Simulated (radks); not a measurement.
# Fractional charge and spin in the 3d shell of zinc

An exercise on one series of results from a longer session: the logs are not shown, and one member is left open.

Program: radks (a radial shooting solver on a logarithmic mesh, Libxc functionals) version 1. Level of theory: non-relativistic Kohn-Sham, PBE, spin-polarised, spherical densities, point nucleus. These are calculated values, not measurements, unless marked.

## Starting point

```
element       : zinc (Z = 30)
configuration : [Ar] 4s2 3d(up 5, down 5)
```

A shell typed twice in an input gives spin up, then spin down.

The first run:

The run's settings:

```text
Z 30
configuration [Ar] 4s2 3d5 3d5
relativity non-relativistic
functional pbe,pbe
spin polarised
nucleus point
```

Steps of the session up to this table: 3d: up 5, down 5.

One of the session's tables, all rows but one given; the rest of the session is left out.

It belongs to the step «3d: up 5, down 5». Sizes of the orbitals, from the radial functions (bohr):

| level | <r> | outermost maximum (interpolated) | 90 % within | nodes |
| --- | --- | --- | --- | --- |
| 1s | 0.05111 | 0.0337 | 0.0910 | 0 |
| 2s | 0.2298 | 0.193 | 0.355 | 1 |
| 2p | ? | ? | ? | ? |
| 3s | 0.6916 | 0.597 | 1.04 | 2 |
| 3p | 0.7180 | 0.596 | 1.11 | 1 |
| 3d | 0.9051 | 0.565 | 1.60 | 0 |
| 4s | 2.702 | 2.13 | 4.19 | 3 |

Q: Estimate the row for 2p from the others.

As computed: <r>: 0.1997; outermost maximum (interpolated): 0.153; 90 % within: 0.326; nodes: 0. In the column «<r>» it lies between 1s (0.05111) and 2s (0.2298).
